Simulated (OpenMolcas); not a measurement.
# Co³⁺ among point charges: CASSCF and CASPT2 levels and susceptibility, part 2 of 2

Aim: the splitting of the states of Co³⁺ in the field of 5 point charges, its lowest levels with spin-orbit coupling and its magnetic susceptibility.

OpenMolcas 26.06; ANO-RCC-VDZP, DKH2, active space 6 electrons in 5 orbitals (3d), orbitals: per spin and parity. Surroundings: 5 point charges of -2 e arranged as a square pyramid (C4v), 1.97 Å from the ion, with the axial distance 2.265 Å. The steps go on from the part before.

**7. CASPT2: IPEA 0.25, imaginary shift 0.1 (closed shells correlated: 3s 3p)**

a.inp

```
>>> COPY JOB001 $Project.JobIph
&CASPT2
Multistate=5 1 2 3 4 5
NoMult
Frozen=5
IPEA=0.25
Imaginary=0.1
MaxIter=60
WThr=0.0 0.3 0.05
PrWF=0.5
NoMix
>>> COPY JOB002 $Project.JobIph
&CASPT2
Multistate=45 1 2 3 4 5 6 7 8 9 10 11 12 13 14 15 16 17 18 19 20 21 22
23 24 25 26 27 28 29 30 31 32 33 34 35 36 37 38 39 40 41 42 43 44 45
NoMult
Frozen=5
IPEA=0.25
Imaginary=0.1
MaxIter=60
WThr=0.0 0.3 0.05
PrWF=0.5
NoMix
>>> COPY JOB003 $Project.JobIph
&CASPT2
Multistate=50 1 2 3 4 5 6 7 8 9 10 11 12 13 14 15 16 17 18 19 20 21 22
23 24 25 26 27 28 29 30 31 32 33 34 35 36 37 38 39 40 41 42 43 44 45 46
47 48 49 50
NoMult
Frozen=5
IPEA=0.25
Imaginary=0.1
MaxIter=60
WThr=0.0 0.3 0.05
PrWF=0.5
NoMix
```

Output (excerpt; [...] marks lines left out):

```text
[...]
      Active orbitals                            5
[...]
      E2 (Variational):          -0.3136764012
      Total energy:           -1398.0407698796
[...]
::    CASPT2 Root  1     Total energy:  -1398.04076988
::    CASPT2 Root  2     Total energy:  -1398.03376872
[...]
::    CASPT2 Root 27     Total energy:  -1397.82307864
::    CASPT2 Root 28     Total energy:  -1397.81081088
::    CASPT2 Root 29     Total energy:  -1397.81081087
::    CASPT2 Root 30     Total energy:  -1397.79598778
```

This run took 14 s in all on 1 thread, shared host.

SS-CASPT2: lowest energy less the reference's lowest, -0.3137 hartree; reference weights 0.945 to 0.957.

States without spin-orbit coupling:

| state | degeneracy | E (cm-1) | free-ion L (%) |
| --- | --- | --- | --- |
| quintet | 1 | 0 | D (100) |
| quintet | 2 | 1537 | D (100) |
| quintet | 1 | 7524 | D (100) |
| quintet | 1 | 11925 | D (100) |
| triplet | 1 | 25016 | H (66) |
| triplet | 2 | 25079 | H (73) |
| triplet | 1 | 25336 | H (68) |
| triplet | 2 | 25884 | H (85) |
| triplet | 1 | 26416 | H (86) |
| triplet | 1 | 27043 | H (74) |
| triplet | 2 | 27399 | P (37) |
| triplet | 2 | 27618 | H (77) |
| triplet | 1 | 27635 | F (66) |
| triplet | 1 | 28025 | H (79) |
| triplet | 1 | 28282 | F (74) |
| triplet | 1 | 28394 | P (75) |
| triplet | 2 | 29591 | F (37) |
| triplet | 2 | 31110 | F (67) |
| triplet | 1 | 31908 | F (62) |
| triplet | 1 | 32379 | G (90) |
| triplet | 2 | 34140 | G (58) |
| triplet | 1 | 34505 | G (64) |
| singlet | 1 | 36091 | I (88) |
| singlet | 1 | 36164 | I (95) |

With spin-orbit coupling:

```json
{"E (cm-1)": "0", "Degeneracy": "1", "2S+1": "5", "g": ""}
{"E (cm-1)": "34", "Degeneracy": "2", "2S+1": "5", "g": "0.00 0.00 3.93"}
{"E (cm-1)": "140", "Degeneracy": "1", "2S+1": "5", "g": ""}
{"E (cm-1)": "140", "Degeneracy": "1", "2S+1": "5", "g": ""}
{"E (cm-1)": "1450", "Degeneracy": "2", "2S+1": "5", "g": "0.00 0.00 10.00"}
{"E (cm-1)": "1690", "Degeneracy": "1", "2S+1": "5", "g": ""}
{"E (cm-1)": "1690", "Degeneracy": "1", "2S+1": "5", "g": ""}
{"E (cm-1)": "1850", "Degeneracy": "2", "2S+1": "5", "g": "0.00 0.00 2.39"}
{"E (cm-1)": "1920", "Degeneracy": "1", "2S+1": "5", "g": ""}
{"E (cm-1)": "2120", "Degeneracy": "1", "2S+1": "5", "g": ""}
{"E (cm-1)": "2180", "Degeneracy": "2", "2S+1": "5", "g": "0.00 0.00 5.68"}
{"E (cm-1)": "7650", "Degeneracy": "1", "2S+1": "5", "g": ""}
{"E (cm-1)": "7650", "Degeneracy": "1", "2S+1": "5", "g": ""}
{"E (cm-1)": "7750", "Degeneracy": "2", "2S+1": "5", "g": "0.00 0.00 4.58"}
{"E (cm-1)": "7790", "Degeneracy": "1", "2S+1": "5", "g": ""}
{"E (cm-1)": "12170", "Degeneracy": "1", "2S+1": "5", "g": ""}
{"E (cm-1)": "12190", "Degeneracy": "2", "2S+1": "5", "g": "0.00 0.00 3.42"}
{"E (cm-1)": "12230", "Degeneracy": "1", "2S+1": "5", "g": ""}
{"E (cm-1)": "12230", "Degeneracy": "1", "2S+1": "5", "g": ""}
{"E (cm-1)": "24700", "Degeneracy": "1", "2S+1": "3", "g": ""}
{"E (cm-1)": "24720", "Degeneracy": "2", "2S+1": "3", "g": "0.00 0.00 2.22"}
{"E (cm-1)": "24760", "Degeneracy": "1", "2S+1": "3", "g": ""}
{"E (cm-1)": "25050", "Degeneracy": "1", "2S+1": "3", "g": ""}
{"E (cm-1)": "25360", "Degeneracy": "2", "2S+1": "3", "g": "0.00 0.00 0.03"}
```

Powder χT (cm³ K/mol): 0.37 at 2 K, 0.92 at 5 K, 1.82 at 10 K, 3.00 at 20 K, 3.87 at 50 K, 4.13 at 100 K, 4.19 at 150 K, 4.22 at 200 K, 4.24 at 250 K, 4.26 at 300 K.

**8. The methods side by side**

A. CASSCF
B. SS-CASPT2, IPEA 0.25, imaginary shift 0.1 (closed shells correlated: 3s 3p)

| method | ground state | first state of that spin (cm-1) | first gap with spin-orbit (cm-1) | χT at 300 K |
| --- | --- | --- | --- | --- |
| A | quintet | quintet 1235 | 35.9 | 4.46 |
| B | quintet | quintet 1537 | 33.8 | 4.26 |

**9. Summary of results**

This closing draws on all 2 parts.

```
                                            quantity                                                                        value
                                              method  SS-CASPT2, IPEA 0.25, imaginary shift 0.1 (closed shells correlated: 3s 3p)
                              spin-free ground state                                          quintet, 1-fold in its orbital part
first state of the same spin within the active space                                                         quintet at 1540 cm⁻¹
                                        lowest level                                                                       1-fold
                                          next level                                                                    33.8 cm⁻¹
                                         χT at 300 K                                                               4.26 cm³ K/mol
                           effective moment at 300 K                                                                      5.84 μB
```

Cost by method:

| method | time of its own steps | time with the reference |
| --- | --- | --- |
| A. CASSCF | 48 s | 48 s |
| B. SS-CASPT2, IPEA 0.25, imaginary shift 0.1, +3s 3p | 14 s | 61 s |

Times are of one thread on a shared host.

The spin-free ground state (quintet) comes to 100 % from free-ion D terms and keeps the highest spin of the shell. χT at 300 K is 4.26, against 3.01 cm³ K/mol for the spin alone, so orbital moment adds to it. An active space of the d shell alone favours high spin; real ions in strong fields can be low spin. The field of point charges can differ much from that of real complexes. With metal d orbitals alone active, the gaps between spin states are rough; where two lie within a few thousand cm-1, their order is open. This is an electrostatic model: the charges have no orbitals.
